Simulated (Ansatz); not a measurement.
# Sr: the cost of one run

Program: Ansatz 0.2.0. Level of theory: DFT r2SCAN, scalar-relativistic, plane waves, PAW. These are calculated values, not measurements.

1 further run of the same task is left out (set aside as unsound or not needed).

## Step 1: The structure to begin with

Symmetry: P6_3/mmc, No. 194, hexagonal system. Conventional cell: a = 2.529 Å, b = 2.529 Å, c = 8.264 Å, α = 90.00°, β = 90.00°, γ = 120.00°. Around Cu (site symmetry -3m) lie 12 Cu at 2.53 Å. Around Cu (site symmetry -6m2) lie 12 Cu at 2.53 Å.

Coordinates:

```
CELL_PARAMETERS angstrom
2.52934 0.00000 0.00000
-1.26467 2.19047 0.00000
0.00000 0.00000 8.26394
ATOMIC_POSITIONS crystal
Cu 0.00000 0.00000 0.00000
Cu 0.33333 0.66667 0.25000
Cu 0.00000 0.00000 0.50000
Cu 0.66667 0.33333 0.75000
```

It goes back to an entry of the Materials Project, which need not be the stable form.

This cell was relaxed beforehand with the same method: volume 11.45 Å³/atom, gap on the mesh none (metal).

## Step 2: Swap Cu → Sr

Sr starts from the relaxed positions of Cu, with all lengths scaled by 1.310, a guess from tabulated radii.

## Step 3: A first look at the start (Sr)

Contents of input.yaml:

```yaml
crystal:
  lattice:
    - [3.3130313871, 0.0, 0.0]
    - [-1.6565156936, 2.8691693448, 0.0]
    - [0.0, 0.0, 10.824443313]
  atoms:
    - { symbol: Sr, position: [0.0, 0.0, 0.0] }
    - { symbol: Sr, position: [0.3333333333, 0.6666666667, 0.25] }
    - { symbol: Sr, position: [0.0, 0.0, 0.5] }
    - { symbol: Sr, position: [0.6666666667, 0.3333333333, 0.75] }
basis:
  ecutwfc: 500
kpoints:
  mp_grid: { grid: [6, 6, 2] }
hamiltonian:
  xc: r2scan
scf:
  occupations: { method: gaussian, width: 0.1 }
output:
  forces: true
  stress: true
  eigenvalues: true
```

On the command line:

```
ansatz run input.yaml --threads 1 --pin off --max-ram 2560MiB --backend cpu --events-out ev --progress --plain --runs-dir out
```

Q: Estimate wall time and peak memory on 1 thread of Intel Xeon at 2.50GHz (Skylake/Cascade Lake), shared host.

About 11 s, with a peak of 0.56 GiB.
